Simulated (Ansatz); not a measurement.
**Palladium, omega (AlB2-type) under r²SCAN: ground state and equation of state**

Aim: take palladium in the omega (AlB2-type) structure, relax it, solve it on a dense k-mesh, then scale the cell to 7 volumes from 88 to 112 % of the relaxed one and try a fit of the equation of state. Spin polarisation is left out. The k-meshes are 8×8×12 for the relaxation; 11×11×16 for the dense run; 9×9×13 for the volumes.

Method: DFT r2SCAN, plane waves (500 eV) with PAW, scalar-relativistic; PBE-made PAW files, in Ansatz 0.2.0.

## (1) The system as given

Symmetry: P6/mmm, No. 191, hexagonal system. Conventional cell: a = 4.365 Å, b = 4.365 Å, c = 2.676 Å, α = 90.00°, β = 90.00°, γ = 120.00°. Around Pd (site symmetry 6/mmm) lie 14 Pd at 2.68 to 2.85 Å. Pd (site symmetry -6m2) has 11 Pd at 2.52 to 2.85 Å as nearest neighbours.

Coordinates:

```cif
data_structure
_symmetry_space_group_name_H-M 'P 1'
_symmetry_Int_Tables_number 1
_cell_length_a 4.3647
_cell_length_b 4.3647
_cell_length_c 2.6755
_cell_angle_alpha 90.000
_cell_angle_beta 90.000
_cell_angle_gamma 120.000
_cell_volume 44.14
loop_
_atom_site_label
_atom_site_type_symbol
_atom_site_fract_x
_atom_site_fract_y
_atom_site_fract_z
_atom_site_occupancy
Pd1 Pd 0.00000 0.00000 0.00000 1
Pd2 Pd 0.33333 0.66667 0.50000 1
Pd3 Pd 0.66667 0.33333 0.50000 1
```

## (2) Geometry optimisation

File input.yaml:

```yaml
crystal:
  lattice:
    - [4.3646624039, 0.0, 0.0]
    - [-2.182331202, 3.7799085207, 0.0]
    - [0.0, 0.0, 2.6755380536]
  atoms:
    - { symbol: Pd, position: [0.0, 0.0, 0.0] }
    - { symbol: Pd, position: [0.3333333333, 0.6666666667, 0.5] }
    - { symbol: Pd, position: [0.6666666667, 0.3333333333, 0.5] }
hamiltonian:
  xc: r2scan
  pseudopotentials:
    kind: paw
    azcp:
      Pd: "pseudopotentials/Pd.paw.azcp"
basis:
  ecutwfc: 500
  fft_grid_basis: typed
kpoints:
  mp_grid: { grid: [8, 8, 12], shift: [0, 0, 0] }
magnetization:
  spin_polarized: false
scf:
  occupations: { method: fermi_dirac, width: 0.1 }
relax:
  max_steps: 60
  f_tol: 0.01
  cell: {}
```

Started as:

```console
$ ansatz run input.yaml --threads 1 --pin off --max-ram 3584MiB --backend cpu --events-out ev --progress --plain --runs-dir out
```

The runs that follow: Single point on a dense mesh; The cell scaled to 88 % of its volume; The cell scaled to 92 % of its volume; The cell scaled to 96 % of its volume; The cell scaled to 100 % of its volume; The cell scaled to 104 % of its volume; The cell scaled to 108 % of its volume; The cell scaled to 112 % of its volume.

Before running it: what results should come out? Wanted: space group; conventional cell; volume; shortest distance; gap on the mesh; V₀, B₀, B₀′.

**Answer**, as computed:

```
                      quantity                                   value
space group (spins left aside)                        P6/mmm (No. 191)
             conventional cell  a = 4.468 Å, c = 2.651 Å (c/a = 0.593)
                        volume                          15.276 Å³/atom
             shortest distance                                 2.579 Å
               gap on the mesh            none (levels filled in part)
                   V₀, B₀, B₀′            15.269 Å³/atom, 174 GPa, 5.5
```

**Reading.** The relaxation enlarged the cell by 3.8 % in volume. Levels at the Fermi energy are filled in part, as in a metal. The fitted modulus is 174 GPa; letting shape and positions relax at each volume could only lower it. The symmetry was held, so the structure may be unstable against distortions that break it.
